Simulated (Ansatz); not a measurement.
# Ga4BAs3: the cost of one run

Computed with Ansatz 0.2.0 (DFT PBE, scalar-relativistic, plane waves, PAW, unless a step names another level, unless a step's input says otherwise).

### Step 1. The starting structure

It takes space group R3m (No. 160, trigonal). The conventional cell has a = 7.585 Å, b = 7.585 Å, c = 10.103 Å, α = 90.00°, β = 90.00°, γ = 120.00°. Ga (site symmetry m) is surrounded by 3 As at 2.48 to 2.50 Å and 1 Ga at 2.55 Å. Ga (site symmetry 3m) has 1 B at 2.13 Å as nearest neighbours. B (site symmetry 3m) is surrounded by 3 As at 2.11 Å and 1 Ga at 2.13 Å. Around As (site symmetry m) lie 1 B at 2.11 Å and 3 Ga at 2.48 to 2.50 Å.

Coordinates:

```
Ga B As
1.0
     3.79228    2.18947    3.36750
    -3.79228    2.18947    3.36750
     0.00000   -4.37895    3.36750
Ga B As
4 1 3
Direct
  0.25498 0.77775 0.25498
  0.95145 0.95145 0.95145
  0.77775 0.25498 0.25498
  0.25498 0.25498 0.77775
  0.74096 0.74096 0.74096
  0.52101 0.52101 0.97786
  0.52101 0.97786 0.52101
  0.97786 0.52101 0.52101
```

It came out lowest among 28 distinct ends of the trial cells. At a tolerance of 0.05 Å it has space group R3m (No. 160).

### Step 2. A stricter relaxation, on the response runs' mesh and smearing

Input file input.yaml:

```yaml
crystal:
  lattice:
    - [3.7922812195, 2.1894745829, 3.3675027602]
    - [-3.7922812195, 2.1894745829, 3.3675027602]
    - [0.0, -4.3789491659, 3.3675027602]
  atoms:
    - { symbol: Ga, position: [0.2549848191, 0.7777535328, 0.2549848191] }
    - { symbol: Ga, position: [0.9514480142, 0.9514480142, 0.9514480142] }
    - { symbol: Ga, position: [0.7777535328, 0.2549848191, 0.2549848191] }
    - { symbol: Ga, position: [0.2549848191, 0.2549848191, 0.7777535328] }
    - { symbol: B, position: [0.74095642, 0.74095642, 0.74095642] }
    - { symbol: As, position: [0.5210061455, 0.5210061455, 0.9778601037] }
    - { symbol: As, position: [0.5210061455, 0.9778601037, 0.5210061455] }
    - { symbol: As, position: [0.9778601037, 0.5210061455, 0.5210061455] }
basis:
  ecutwfc: 420
kpoints:
  mp_grid: { grid: [6, 6, 6] }
hamiltonian:
  xc: pbe
scf:
  occupations: { method: gaussian, width: 0.1 }
output:
  forces: true
  stress: true
  eigenvalues: true
relax:
  adjacent_minimum: "off"
  f_tol: 0.001
  max_steps: 60
  cell: { stress_tol: 0.01 }
```

Launch:

```
ansatz run input.yaml --threads 3 --pin off --max-ram 7680MiB --backend cpu --events-out ev --progress --plain --runs-dir out
```

Q: Estimate wall time and peak memory on 3 threads of Intel Xeon 6975P-C (Granite Rapids), shared host.

About 25 s, with a peak of 0.7 GiB.
